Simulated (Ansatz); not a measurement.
# NZr: the cost of one run

The runs use Ansatz 0.2.0, Gaussian basis; def2-QZVPP, core rule «outside noble gas», up to 5 orbitals frozen.

Plan: UHF; ROHF; CCSD(T) on UHF.

**1. What is computed**

The geometry is a PBE0/def2-TZVP stationary point (not a proven minimum) of the parent state, kept for this charge and spin. No spin-orbit coupling is included. Elements past krypton take def2 core potentials.

2 atoms, charge 0, spin multiplicity 2.

Atoms are counted from 1 here; the program's logs count them from 0.

Bond lengths: Zr1–N2 1.771 Å.

**2. UHF**

Input file in.yaml:

```yaml
crystal:
  periodic: [false, false, false]
  atoms:
    - {symbol: Zr, position_ang: [0.000000, 0.000000, 0.000000]}
    - {symbol: N, position_ang: [0.000000, 0.000000, 1.771293]}
basis:
  gaussian: {orbitals: "def2-QZVPP.json"}
magnetization: {spin_polarized: true, initial_magnetization: 1}
hamiltonian: {xc: hf}
output: {orbitals: {seedname: orbitals}}
```

Command:

```bash
$ ansatz run in.yaml --threads 1 --pin off --events-out ev --progress --plain --max-ram 4096MiB --backend cpu
```

Q: Estimate wall time and peak memory on 1 thread of AMD EPYC 7R13, shared host.

About 24 s, with a peak of 0.3 GiB.
